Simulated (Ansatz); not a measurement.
**AlH₃O₂ + H₂O: a complex and its separated parts**

Aim: how far the complex at one end of a reaction step lies below its separated, relaxed parts, level by level.

The runs use Ansatz 0.2.0, Gaussian basis; PBE0-D4/def2-TZVP structures, single points in def2-TZVPP, no counterpoise correction.

Levels: SPW92, PBE-D4, BLYP-D4, r2SCAN-D4, B97M-V, PBE0-D4, B3LYP-D4, r2SCAN0-D4, BHLYP-D4, CAM-B3LYP-D4, wB97X-V, wB97M-V, B2PLYP, PBE-QIDH, RPA on PBE, Hartree-Fock, MP2, CCSD, CCSD(T).

Correlated methods freeze the cores. B3LYP uses VWN-RPA correlation. B2PLYP carries no dispersion term here.

94 further runs of the same task are left out: 94 set aside as unsound or not needed.

## (1) Starting geometry

The complex: 9 atoms, charge 0, spin multiplicity 1.

Atoms are counted from 1 here; the program's logs count them from 0.

Bond lengths: Al1–H2 1.586 Å, Al1–O3 1.706 Å, Al1–O4 1.737 Å, Al1–O6 1.992 Å, O3–H7 0.955 Å, O4–H8 0.953 Å, H5–O6 0.963 Å, O6–H9 0.972 Å. Angles: H2–Al1–O3 114.4°, H2–Al1–O4 119.7°, H2–Al1–O6 100.9°, O3–Al1–O4 120.1°, O3–Al1–O6 109.3°, O4–Al1–O6 84.3°, Al1–O3–H7 123.0°, Al1–O4–H8 125.8°, Al1–O6–H5 114.8°, Al1–O6–H9 97.2°, H5–O6–H9 108.4°.

As a file:

```
Al   -0.0977   -0.3438   -0.5242
H     0.3421   -1.8373   -0.8245
O     0.1472    0.7381   -1.8205
O    -1.3438   -0.0325    0.6452
H     1.7371   -0.5860    1.2306
O     1.1395    0.1214    0.9662
H    -0.1139    1.6559   -1.7889
H    -2.2743    0.0583    0.4587
H     0.4636    0.2257    1.6575
```

Its parts: AlH₃O₂ holds atoms 1, 2, 3, 4, 7, 8; H₂O holds atoms 5, 6, 9. Each part counts its atoms afresh in its own runs.

## (2) Relaxing AlH₃O₂ alone

The input, relax-a/in.yaml:

```yaml
crystal:
  periodic: [false, false, false]
  atoms:
    - {symbol: Al, position_ang: [-0.097662, -0.343847, -0.524217]}
    - {symbol: H, position_ang: [0.342078, -1.837255, -0.824528]}
    - {symbol: O, position_ang: [0.147214, 0.738122, -1.820488]}
    - {symbol: O, position_ang: [-1.343806, -0.032480, 0.645181]}
    - {symbol: H, position_ang: [-0.113897, 1.655935, -1.788922]}
    - {symbol: H, position_ang: [-2.274286, 0.058304, 0.458666]}
basis:
  gaussian: {orbitals: def2-TZVP}
hamiltonian: {xc: pbe0, dispersion: d4}
relax: {f_tol: 0.005, max_steps: 200}
```

Command:

```bash
$ ansatz run in.yaml --threads 4 --pin off --events-out ev --progress --plain --max-ram 9574MiB
```

After this run come: Relaxing H₂O alone; SPW92/def2-TZVPP; PBE-D4/def2-TZVPP; BLYP-D4/def2-TZVPP; r2SCAN-D4/def2-TZVPP; B97M-V/def2-TZVPP; PBE0-D4/def2-TZVPP; B3LYP-D4/def2-TZVPP; r2SCAN0-D4/def2-TZVPP; BHLYP-D4/def2-TZVPP; CAM-B3LYP-D4/def2-TZVPP; wB97X-V/def2-TZVPP; wB97M-V/def2-TZVPP; B2PLYP/def2-TZVPP; PBE-QIDH/def2-TZVPP; RPA on PBE/def2-TZVPP; CCSD(T)/def2-TZVPP; Vibrations of AlH₃O₂; Vibrations of H₂O.

**Question.** What will these runs give? Wanted: complex less parts, CCSD(T)/def2-TZVPP; with zero-point energy; largest T1 diagnostic.

**Answer**, as computed:

| quantity | value |
| --- | --- |
| complex less parts, CCSD(T)/def2-TZVPP | -20.5 kcal/mol |
| with zero-point energy | -17.8 kcal/mol |
| largest T1 diagnostic | 0.012 |

**Reading.** At CCSD(T) the complex lies 20.5 kcal/mol below its parts. The functionals run from wB97X-V, off by -0.5 kcal/mol, to SPW92, off by -6.3 kcal/mol, against CCSD(T). PBE0-D4 is as near within the digits shown. Mean unsigned error by rung: LDA 6.3, GGA 1.5, meta-GGA 1.1, hybrid 1.1, range-separated hybrid 0.6, double hybrid 1.1 kcal/mol. PBE-D4 gives a relative energy 0.6 kcal/mol too high, inside chemical accuracy (1 kcal/mol). No counterpoise was applied, and triple zeta lacks some correlation, so the CCSD(T) reference has a basis error of its own, and close matches with it are partly luck.
